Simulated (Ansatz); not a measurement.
**CH5FOSn (SMILES [CH3][SnH]([OH])[F]) at RPA@PBE0/def2-SVP (core potential)**

What is the energy change on altering one bond length of CH5FOSn at RPA@PBE0/def2-SVP (core potential)? 

Program for the calculation: Ansatz 0.2.0.

116 further runs of the same task are left out: 116 set aside as unsound or not needed.

## (1) The structure to begin with

The species is CH5FOSn (9 atoms), meant as a singlet with charge 0. As SMILES, `[CH3][SnH]([OH])[F]`. The coordinates come from a PBE0-D4/def2-TZVP relaxation. This is one conformer, not always the lowest.

Bond lengths: C1–Sn2 2.120 Å, Sn2–O3 1.954 Å, Sn2–F4 1.928 Å, C1–H5 1.090 Å, C1–H6 1.090 Å, C1–H7 1.090 Å, Sn2–H8 1.697 Å, O3–H9 0.960 Å. Some angles: C1–Sn2–O3 112.2°, C1–Sn2–F4 104.4°, O3–Sn2–F4 104.6°, C1–Sn2–H8 121.5°, O3–Sn2–H8 105.6°, F4–Sn2–H8 107.3°, Sn2–C1–H5 109.8°, Sn2–C1–H6 110.0°, Sn2–C1–H7 108.7°, Sn2–O3–H9 113.8°.

## (2) A single-point energy at RPA@PBE0/def2-SVP (core potential)

Input file run.yaml:

```yaml
crystal:
  periodic: [false, false, false]
  atoms:
    - {symbol: C, position_ang: [-0.348000, 1.320900, -0.172600]}
    - {symbol: Sn, position_ang: [-0.271200, -0.757400, 0.237600]}
    - {symbol: O, position_ang: [1.527400, -1.346400, 0.725000]}
    - {symbol: F, position_ang: [-0.613200, -1.596000, -1.464600]}
    - {symbol: H, position_ang: [-1.361700, 1.603400, -0.455800]}
    - {symbol: H, position_ang: [-0.043600, 1.885400, 0.708500]}
    - {symbol: H, position_ang: [0.329800, 1.539100, -0.997600]}
    - {symbol: H, position_ang: [-1.308700, -1.477000, 1.371800]}
    - {symbol: H, position_ang: [2.177700, -1.218400, 0.030600]}
basis:
  gaussian:
    orbitals: def2-SVP
hamiltonian:
  xc: {name: PBE0}
correlation:
  method: rpa
  frozen_orbitals: {C: 1, F: 1, H: 0, O: 1, Sn: 4}
accuracy: high
```

Launch:

```console
$ ansatz run run.yaml --threads 1 --pin off --max-ram 3480MiB --events-out events.jsonl --progress --plain --runs-dir runs
```

The program printed:

```text
Warning: RAYON_NUM_THREADS=1 ignored (pool sized by the plan → 1); use --threads N
Functional definition: PBE0
  name "PBE0"
  parameter a = 0.25
  parameter kappa = 0.804
  parameter beta = 0.06672455060314922
  exchange = (1 - a)*pbe_x(kappa = kappa, mu = beta*pi^2/3) + a*exact_x
  correlation = pbe_c(beta = beta)
2210 factors; integrals over basis functions are off by at most 3.4e-9 eV
mean field evaluation 1: about -11694.3665 eV, gradient 7.0e1 eV
mean field evaluation 2: about -11694.5159 eV, gradient 7.0e1 eV
mean field evaluation 4: about -11703.5568 eV, gradient 1.5e1 eV
mean field evaluation 8: about -11704.0583 eV, gradient 1.1e0 eV
mean field evaluation 16: about -11704.0606 eV, gradient 8.8e-5 eV
mean field -11704.06064383 eV, -430.1162953637 hartree, gradient 2.8e-8 eV, S^2 0.000000; 0 other end points of the search recorded, 0 dependent functions left out
7 core orbitals not correlated: weight in the atoms' cores, before any rotation towards them, 1.000 or more for the frozen orbitals, at most 0.000 for the correlated occupied ones
reference -11653.51524036 eV, -428.2587860470 hartree; 18, 18 occupied and 68, 68 virtual orbitals, 2210 factors
Total energy: -11678.29965315 eV, -429.1695964176 hartree
```

Wall time 18 s (1 thread of Arm Neoverse V1, shared host); peak memory 0.45 GiB.

## (3) The distorted shape

Input file run.yaml:

```yaml
crystal:
  periodic: [false, false, false]
  atoms:
    - {symbol: C, position_ang: [-0.245395, 1.572492, 0.338083]}
    - {symbol: Sn, position_ang: [-0.168595, -0.505808, 0.748283]}
    - {symbol: O, position_ang: [1.630005, -1.094808, 1.235683]}
    - {symbol: F, position_ang: [-0.613200, -1.596000, -1.464600]}
    - {symbol: H, position_ang: [-1.259095, 1.854992, 0.054883]}
    - {symbol: H, position_ang: [0.059005, 2.136992, 1.219183]}
    - {symbol: H, position_ang: [0.432405, 1.790692, -0.486917]}
    - {symbol: H, position_ang: [-1.206095, -1.225408, 1.882483]}
    - {symbol: H, position_ang: [2.280305, -0.966808, 0.541283]}
basis:
  gaussian:
    orbitals: def2-SVP
hamiltonian:
  xc: {name: PBE0}
correlation:
  method: rpa
  frozen_orbitals: {C: 1, F: 1, H: 0, O: 1, Sn: 4}
accuracy: high
```

Launch:

```console
$ ansatz run run.yaml --threads 1 --pin off --max-ram 3480MiB --events-out events.jsonl --progress --plain --runs-dir runs
```

The program printed:

```text
Warning: RAYON_NUM_THREADS=1 ignored (pool sized by the plan → 1); use --threads N
[... 7 set-up lines as earlier in the session ...]
2171 factors; integrals over basis functions are off by at most 7.4e-9 eV
mean field evaluation 1: about -11691.2300 eV, gradient 7.4e1 eV
mean field evaluation 2: about -11691.3669 eV, gradient 7.4e1 eV
mean field evaluation 4: about -11699.1652 eV, gradient 3.9e1 eV
mean field evaluation 8: about -11702.4161 eV, gradient 3.4e-1 eV
mean field evaluation 16: about -11702.4310 eV, gradient 1.0e-4 eV
mean field evaluation 32: about -11620.1729 eV, gradient 1.3e2 eV
mean field -11702.43101552 eV, -430.0564076278 hartree, gradient 2.9e-8 eV, S^2 0.000000; 1 other end points of the search recorded, 0 dependent functions left out
7 core orbitals not correlated: weight in the atoms' cores, before any rotation towards them, 1.000 or more for the frozen orbitals, at most 0.000 for the correlated occupied ones
reference -11651.47404561 eV, -428.1837735232 hartree; 18, 18 occupied and 68, 68 virtual orbitals, 2171 factors
Total energy: -11676.69294562 eV, -429.1105510046 hartree
```

Wall time 20 s (1 thread of Arm Neoverse V1, shared host); peak memory 0.44 GiB.

## (4) Summary of results

Level: RPA@PBE0/def2-SVP (core potential), 7 core orbitals frozen.

```
                                                          quantity          value
                                         first shape: total energy  -429.16960 Eh
                     first shape: RPA correlation energy (valence)     -910.8 mEh
                                     distorted shape: total energy  -429.11055 Eh
                 distorted shape: RPA correlation energy (valence)     -926.8 mEh
energy change with the Sn2–F4 bond stretched from 1.928 to 2.507 Å       1.607 eV
```

What this shows: With the Sn2–F4 bond stretched from 1.928 to 2.507 Å the energy rises by 1.61 eV (155 kJ/mol). The first shape isn't relaxed at this level, so the change isn't measured from a minimum.
